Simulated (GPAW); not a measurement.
A run of GPAW 26.7.0:

Contents of run.py:

```python
from ase import Atoms
from ase.filters import FrechetCellFilter
from ase.io import write
from ase.optimize import BFGS
from ase.units import GPa
from gpaw import GPAW, PW, setup_paths

setup_paths.insert(0, '.')

atoms = Atoms(['Sn', 'Sn', 'Sn', 'Se'],
              cell=[[0.0, 3.733138, 3.733138],
                    [3.733138, 0.0, 3.733138],
                    [3.733138, 3.733138, 0.0]],
              scaled_positions=[[0.5, 0.5, 0.5],
                                [0.75, 0.75, 0.75],
                                [0.25, 0.25, 0.25],
                                [0.0, 0.0, 0.0]],
              pbc=True)

calc = GPAW(mode=PW(600),
            xc='PBEsol',
            kpts={'size': (6, 6, 6), 'gamma': True},
            occupations={'name': 'fermi-dirac', 'width': 0.05},
            nbands=38,
            convergence={'density': 1e-05, 'forces': 0.0001},
            maxiter=150,
            txt='gpaw.txt')
atoms.calc = calc
opt = BFGS(FrechetCellFilter(atoms, scalar_pressure=2 * GPa), trajectory='relax.traj', logfile='-')
done = opt.run(fmax=0.02, steps=60)
calc.write('gs.gpw')
write('result.traj', atoms)
print('Converged:', done)
print('Cell:', atoms.cell.cellpar().round(4))
print('Volume:', round(atoms.get_volume(), 4))
print(atoms.get_scaled_positions().round(5))
```

Potentials or basis: PAW data sets generated in the run's folder for this functional, pw.

The run is started by

```sh
$ gpaw-setup -f PBEsol Se Sn
$ OMP_NUM_THREADS=1 python run.py
```

Hardware: 1 thread of AMD EPYC 9R45 96-Core Processor (Zen 5), on a shared host.

Task: Estimate the wall time of this run.

Result: Wall time 76 s on 1 thread of AMD EPYC 9R45 96-Core Processor (Zen 5) (shared host), peak memory 0.26 GiB. Counts: scf iterations 40, plane waves 3497, bands 38, k points 16, ion steps 4.
